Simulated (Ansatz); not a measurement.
# HPb (chair sheet): the cost of one run

Computed with Ansatz 0.2.0 (DFT PBEsol, with the methods named in each step, unless a step's input says otherwise).

1 further run of the same task is left out (it didn't finish).

### Step 1. The system as given

It takes space group P-3m1 (No. 164, trigonal). Conventional cell: a = 4.789 Å, b = 4.789 Å, c = 22.000 Å, α = 90.00°, β = 90.00°, γ = 120.00°. Around Pb (site symmetry 3m) lie 1 H at 1.77 Å. H (site symmetry 3m) has 1 Pb at 1.77 Å as nearest neighbours.

Coordinates:

```cif
data_structure
_symmetry_space_group_name_H-M 'P 1'
_symmetry_Int_Tables_number 1
_cell_length_a 4.7888
_cell_length_b 4.7888
_cell_length_c 22.0000
_cell_angle_alpha 90.000
_cell_angle_beta 90.000
_cell_angle_gamma 120.000
_cell_volume 436.92
loop_
_atom_site_label
_atom_site_type_symbol
_atom_site_fract_x
_atom_site_fract_y
_atom_site_fract_z
_atom_site_occupancy
Pb1 Pb 0.33333 0.66667 0.48009 1
Pb2 Pb 0.66667 0.33333 0.51991 1
H1 H 0.33333 0.66667 0.39964 1
H2 H 0.66667 0.33333 0.60036 1
```

The structure is an invented prototype; whether it can be made, or is stable against buckling or phonons, isn't tested.

Atoms are numbered in the order of the input: Pb1, Pb2, H3, H4.

### Step 2. Cell and atoms relaxed in the plane, PAW

Contents of input.yaml:

```yaml
crystal:
  lattice:
    - [4.7888, 0.0, 0.0]
    - [-2.3944, 4.1472224536, 0.0]
    - [0.0, 0.0, 22.0]
  atoms:
    - { symbol: Pb, position: [0.3333333333, 0.6666666667, 0.4800909091] }
    - { symbol: Pb, position: [0.6666666667, 0.3333333333, 0.5199090909] }
    - { symbol: H, position: [0.3333333333, 0.6666666667, 0.3996363636] }
    - { symbol: H, position: [0.6666666667, 0.3333333333, 0.6003636364] }
  periodic: [true, true, false]
kpoints:
  mp_grid: { grid: [12, 12, 1] }
scf:
  occupations: { method: fermi_dirac, width: 0.05 }
hamiltonian:
  xc: pbesol
  pseudopotentials: { kind: paw }
output:
  forces: true
  stress: true
relax:
  f_tol: 0.01
  max_steps: 60
  cell: {}
```

Started as:

```bash
> ansatz run input.yaml --threads 2 --pin off --max-ram 5120MiB --backend cpu --events-out ev --progress --plain --runs-dir out
```

What time and memory should one allow on 2 threads of Arm Neoverse V2, shared host?

About 33 s, with a peak of 0.81 GiB.
